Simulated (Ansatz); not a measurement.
CH6GeO2, SMILES O[CH2][GeH2][OH]: vertical spin-state energies, run with Ansatz's Python interface.

The script, `spin_ch6geo2.py`:
```python
"""Vertical spin-state energies of CH6GeO2."""

import ansatz as az

geometry_ang = [
    ("O", (-1.8705, 0.3317, -0.0707)),
    ("C", (-0.5638, 0.6797, -0.2066)),
    ("Ge", (0.4621, -0.818, 0.4219)),
    ("O", (2.3092, -0.4242, 0.2794)),
    ("H", (-2.4075, 1.1628, -0.4388)),
    ("H", (-0.313, 1.5957, 0.4007)),
    ("H", (-0.2782, 0.8729, -1.2673)),
    ("H", (0.2049, -2.0605, -0.4147)),
    ("H", (0.158, -1.0726, 1.9655)),
    ("H", (2.382, -0.3185, -0.6664)),
]
system = az.Crystal.molecule()
for symbol, xyz in geometry_ang:
    system = system.atom(symbol, xyz)

calculation = (
    system.calculation()
    .basis(gaussian="6-31G*")
    .functional("pbe0")
)
found = {}
for unpaired in [0, 2, 4]:
    summary = calculation.spin("collinear", total=unpaired).run().report
    s = unpaired / 2
    found[unpaired] = summary["free_energy_ev"]
    print(f"2S+1 = {unpaired + 1}: E = {found[unpaired]:.5f} eV, <S^2> = {abs(summary['mean_field']['state']['spin_squared']):.3f} (pure state {s * (s + 1):.2f})")
lowest = min(found, key=found.get)
for unpaired, e in found.items():
    print(f"multiplicity {unpaired + 1}: {96.485332 * (e - found[lowest]):.1f} kJ/mol above the lowest")
```

Which spin state is lowest at this geometry, and how far above lie the others?

In order: multiplicity 1 (+0.00 eV), multiplicity 3 (+5.80 eV) and multiplicity 5 (+12.46 eV), all at the one geometry.

The run itself:

```console
$ python spin_ch6geo2.py
2S+1 = 1: E = -61725.61810 eV, <S^2> = 0.000 (pure state 0.00)
2S+1 = 3: E = -61719.81361 eV, <S^2> = 2.007 (pure state 2.00)
2S+1 = 5: E = -61713.15924 eV, <S^2> = 6.010 (pure state 6.00)
multiplicity 1: 0.0 kJ/mol above the lowest
multiplicity 3: 560.0 kJ/mol above the lowest
multiplicity 5: 1202.1 kJ/mol above the lowest
```

Total energies depend on the basis set; only differences at equal settings carry meaning. The geometry is a force-field or estimated start, not a minimum of this method, and the basis set is short of its limit. All parts are taken at fixed geometry, without zero-point energy. The whole script took 31 s on 1 thread of Intel(R) Xeon(R) Processor @ 2.30GHz, on a shared host, peak memory 0.36 GiB.
